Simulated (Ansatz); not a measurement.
**TiO+ (doublet): wave-function methods side by side, def2-TZVPP**

An exercise on one series of results from a longer session: the logs are not shown, and one member is left open.

Computed with Ansatz 0.2.0, Gaussian basis. Level: def2-TZVPP, core rule «outside noble gas», up to 10 orbitals frozen.

The runs, in order: UHF; ROHF; CCSD(T) on UHF.

2 further runs of the same task are left out: 2 set aside as unsound or not needed.

### What is computed

The geometry is a PBE0/def2-TZVP stationary point (not a proven minimum) of the parent state, kept for this charge and spin.

2 atoms, charge 1, spin multiplicity 2.

Atoms are counted from 1 here; the program's logs count them from 0.

Bond lengths: Ti1–O2 1.581 Å.

Set-up of the first run:

Input file in.yaml:

```yaml
crystal:
  periodic: [false, false, false]
  atoms:
    - {symbol: Ti, position_ang: [0.000000, 0.000000, 0.000000]}
    - {symbol: O, position_ang: [0.000000, 0.000000, 1.581349]}
basis:
  gaussian: {orbitals: def2-TZVPP}
total_charge: 1
magnetization: {spin_polarized: true, initial_magnetization: 1}
hamiltonian: {xc: hf}
output: {orbitals: {seedname: orbitals}}
```

On the command line:

```
$ ansatz run in.yaml --threads 1 --pin off --events-out ev --progress --plain --max-ram 3968MiB --backend cpu
```

Steps of the session up to this table: UHF; ROHF; CCSD(T) on UHF.

One table of the session follows, with a row left open; its other results are not shown here.

```
  method  from UCCSD(T) (kcal/mol)
    ROHF                   +227.90
     UHF                   +224.13
    UMP2                    +16.05
   UCCSD                         ?
UCCSD(T)                         0
```

**Question.** Estimate the row for UCCSD.

The run gave: from UCCSD(T) (kcal/mol): +16.04. In the column «from UCCSD(T) (kcal/mol)» it lies between UCCSD(T) (0) and UMP2 (+16.05).
